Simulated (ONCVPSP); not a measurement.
# Cu: generating and testing an ONCV potential

Aim: build the potential from the settings below, then test how well it stands in for the atom: other configurations, scattering, ghost states and the plane-wave cutoff that it needs.

The numbers are computed with ONCVPSP 4.0.1.1 (patched build) (PBEsol, scalar-relativistic, spin-unpolarised reference atom).

### Step 1. Settings

Typed settings, in words:

```
element                 : copper (Cu, Z = 29)
type                    : optimised norm-conserving Vanderbilt (ONCV)
frozen core             : [Ne] 3s2
valence charge          : 17
reference configuration : 3p6 3d10 4s1
partial waves           : 4s: rc 1.70 bohr, ncon 4, nbas 9, qcut 4.5 1/bohr, 2 projectors, debl 1.3 Ha; 3p: rc 0.75 bohr, ncon 4, nbas 8, qcut 11.6 1/bohr, 1 projector; 3d: rc 0.75 bohr, ncon 4, nbas 8, qcut 13.9 1/bohr, local
local potential         : the d channel
core correction         : Teter function, fcfact 4.25, rcfact 1.75
```

An earlier all-electron run gives the scale for the radii.

All-electron outer shells of the reference configuration (PBEsol, scalar-relativistic, ld1.x):

| shell | level (eV) | outermost node (bohr) | outermost maximum (bohr) |
| --- | --- | --- | --- |
| 3s | -114.40 | 0.29 | 0.61 |
| 3p | -72.00 | 0.26 | 0.62 |
| 3d | -5.06 | – | 0.60 |
| 4s | -4.61 | 0.89 | 2.27 |
| 4p | -0.64 | 0.98 | 3.56 |

### Step 2. The generation run

Cu.dat

```
# ATOM AND REFERENCE CONFIGURATION
# atsym  z   nc   nv     iexc    psfile
  Cu 29.00    4    3  -116133      upf
#
#   n    l    f
    1    0    2.00
    2    0    2.00
    2    1    6.00
    3    0    2.00
    3    1    6.00
    3    2   10.00
    4    0    1.00
#
# PSEUDOPOTENTIAL AND OPTIMIZATION
# lmax
    2
#
#   l,   rc,      ep,       ncon, nbas, qcut
    0    1.70    0.00    4    9    4.50
    1    0.75    0.00    4    8   11.60
    2    0.75    0.00    4    8   13.90
#
# LOCAL POTENTIAL
# lloc, lpopt,  rc(5),   dvloc0
    2    5    0.75    0.00
#
# VANDERBILT-KLEINMAN-BYLANDER PROJECTORs
# l, nproj, debl
    0    2    1.30
    1    1    0.60
    2    0    1.60
#
# MODEL CORE CHARGE
# icmod, fcfact, rcfact
    3    4.25    1.75
#
# LOG DERIVATIVE ANALYSIS
# epsh1, epsh2, depsh
   -4.00    5.00    0.02
#
# OUTPUT GRID
# rlmax, drl
    6.00    0.01
#
# TEST CONFIGURATIONS
# ncnf
    4
# nvcnf
#   n    l    f
    3
    3    1    6.00
    3    2   10.00
    4    0    0.00
#
    3
    3    1    6.00
    3    2    9.00
    4    0    0.00
#
    3
    3    1    6.00
    3    2    8.00
    4    0    0.00
#
    4
    3    1    6.00
    3    2   10.00
    4    0    0.00
    4    1    1.00
#
```

Command:

```
$ oncvpsp.x < Cu.dat > Cu.out
```

What does the calculation give? Wanted: cutoffs for 1 and 0.1 mHa per electron, occupied waves; bound ghosts; GHOST(+) flags; largest test error; largest phase difference near zero energy, channels read; rms error of d²Exc/dn², without and with the model core.

As calculated:

```
                                                quantity                                         value
  cutoffs for 1 and 0.1 mHa per electron, occupied waves                             356 Ha and 434 Ha
                                            bound ghosts                                s at -90.14 eV
                                          GHOST(+) flags                                   s at 280 eV
                            largest test error (AE − PS)  -13 meV, for 3p6 3d10 4s0 (2 tests unsolved)
largest phase difference near zero energy, channels read                                     0.001 rad
 rms error of d²Exc/dn², without and with the model core                             3.64 and 0.70 mHa
```

In words: It has a bound ghost (s), a state that the atom doesn't have, and that rules the file out. By total energies transferability is good where solved: the largest error is 13 meV on 8.1 eV, for 3p6 3d10 4s0. Atomic tests can pass in spite of a ghost, since they solve only for the levels asked. Of the tests 2 gave no usable energy difference, which is a warning in itself. By its cutoff, 356 Ha for the looser tolerance, it is very hard. At the looser tolerance the 3d wave is the slowest; 3p needs 64 Ha. Near zero energy the phases of the channels with partial waves agree within 0.001 rad. The pseudo curves have a pole with no partner nearby in the atom's: s at -3.29 Ha. The program also flags highly localised states, GHOST(+) (s). All of this concerns the isolated atom, not yet a solid.
